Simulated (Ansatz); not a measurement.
# F3H2InO: the cost of one run

The runs use Ansatz 0.2.0, Gaussian basis; the settings change from run to run.

## Step 1: The geometry

The structure was relaxed beforehand with PBE0-D4 in a triple-zeta def2 set. In takes a core potential in def2 sets; no spin-orbit term is included.

SMILES `[OH2+][In-]([F])([F])[F]`, 7 atoms, charge 0, spin multiplicity 1.

Atoms are counted from 1 here; the program's logs count them from 0.

Bond lengths: O1–In2 2.260 Å, O1–H6 0.966 Å, O1–H7 0.966 Å, In2–F3 1.945 Å, In2–F4 1.927 Å, In2–F5 1.945 Å. Angles: In2–O1–H6 107.3°, In2–O1–H7 107.5°, H6–O1–H7 107.3°, O1–In2–F3 87.4°, O1–In2–F4 111.2°, O1–In2–F5 87.6°, F3–In2–F4 119.7°, F3–In2–F5 117.9°, F4–In2–F5 119.6°.

## Step 2: B2GP-PLYP/def2-SVPD

Set apart from the defaults: charge +1, multiplicity 2, atoms shaken by 0.15 Å.

File in.yaml:

```yaml
crystal:
  periodic: [false, false, false]
  atoms:
    - {symbol: O, position_ang: [-1.198857, 0.539014, 0.022304]}
    - {symbol: In, position_ang: [0.511772, -0.388166, -0.439598]}
    - {symbol: F, position_ang: [1.083972, -0.864583, 1.506424]}
    - {symbol: F, position_ang: [0.330295, -1.980429, -1.287082]}
    - {symbol: F, position_ang: [1.231719, 0.943492, -0.946155]}
    - {symbol: H, position_ang: [-1.315088, 0.612219, 1.404192]}
    - {symbol: H, position_ang: [-1.092453, 1.202402, -0.003886]}
basis:
  gaussian: {orbitals: def2-SVPD}
total_charge: 1
magnetization: {spin_polarized: true, initial_magnetization: 1}
hamiltonian: {xc: {name: B2GP-PLYP}}
output: {forces: true}
```

The run is started by

```sh
$ ansatz run in.yaml --threads 4 --pin off --events-out ev --progress --plain --max-ram 10444MiB
```

What time and memory should one allow on 4 threads of Intel Xeon at 2.60GHz, shared host?

About 23 s, with a peak of 0.88 GiB.
